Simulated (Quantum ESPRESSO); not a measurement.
This Quantum ESPRESSO 7.5 run on BNH6 needs a look.

The input pw.in:

```
&CONTROL
  calculation = 'scf'
  prefix = 'pwscf'
  outdir = './tmp'
  pseudo_dir = './pseudo'
  tprnfor = .true.
  disk_io = 'low'
/
&SYSTEM
  ibrav = 0
  nat = 8
  ntyp = 3
  ecutwfc = 88
  nbnd = 13
  input_dft = 'vdw-df-ob86'
  occupations = 'fixed'
  assume_isolated = 'mt'
  ispin = 2
/
&ELECTRONS
  conv_thr = 1.6d-09
  electron_maxstep = 80
  mixing_beta = 0.5
/
ATOMIC_SPECIES
B     10.8100 B_ONCV_PBE-1.2.upf
N     14.0070 N_ONCV_PBE-1.2.upf
H      1.0080 H_ONCV_PBE-1.2.upf
CELL_PARAMETERS angstrom
  12.0000000000    0.0000000000    0.0000000000
   0.0000000000   12.0000000000    0.0000000000
   0.0000000000    0.0000000000   12.0000000000
ATOMIC_POSITIONS crystal
B      0.4924750000    0.5172291700    0.4416458300
N      0.5256250000    0.4750708300    0.5672375000
H      0.5019000000    0.4356291700    0.3828458300
H      0.3973666700    0.5504708300    0.4489958300
H      0.5587833300    0.5902125000    0.4197291700
H      0.5201500000    0.5385791700    0.6228208300
H      0.6048000000    0.4453875000    0.5692041700
H      0.4739166700    0.4132875000    0.5929708300
K_POINTS gamma
```

Potentials or basis: SG15 PBE 1.2.

Launch:

```console
$ OMP_NUM_THREADS=1 pw.x -in pw.in > pw.out
```

pw.out:

```text
This program is part of the open-source Quantum ESPRESSO suite
     for quantum simulation of materials; please cite
         "P. Giannozzi et al., J. Phys.:Condens. Matter 21 395502 (2009);
         "P. Giannozzi et al., J. Phys.:Condens. Matter 29 465901 (2017);
         "P. Giannozzi et al., J. Chem. Phys. 152 154105 (2020);
     in publications or presentations arising from this work. More details at

 %%%%%%%%%%%%%%%%%%%%%%%%%%%%%%%%%%%%%%%%%%%%%%%%%%%%%%%%%%%%%%%%%%%%%%%%%%%%%%
     Error in routine  read_namelists (1):
      bad line in namelist &system: "  ispin = 2" (error could be in the previous line)
 %%%%%%%%%%%%%%%%%%%%%%%%%%%%%%%%%%%%%%%%%%%%%%%%%%%%%%%%%%%%%%%%%%%%%%%%%%%%%%

     stopping ...
```

Task: How did it end, and where is the flaw?

Result: The program refused the input. The input holds a flaw that was put in on purpose: misspelt key (ispin = 2).
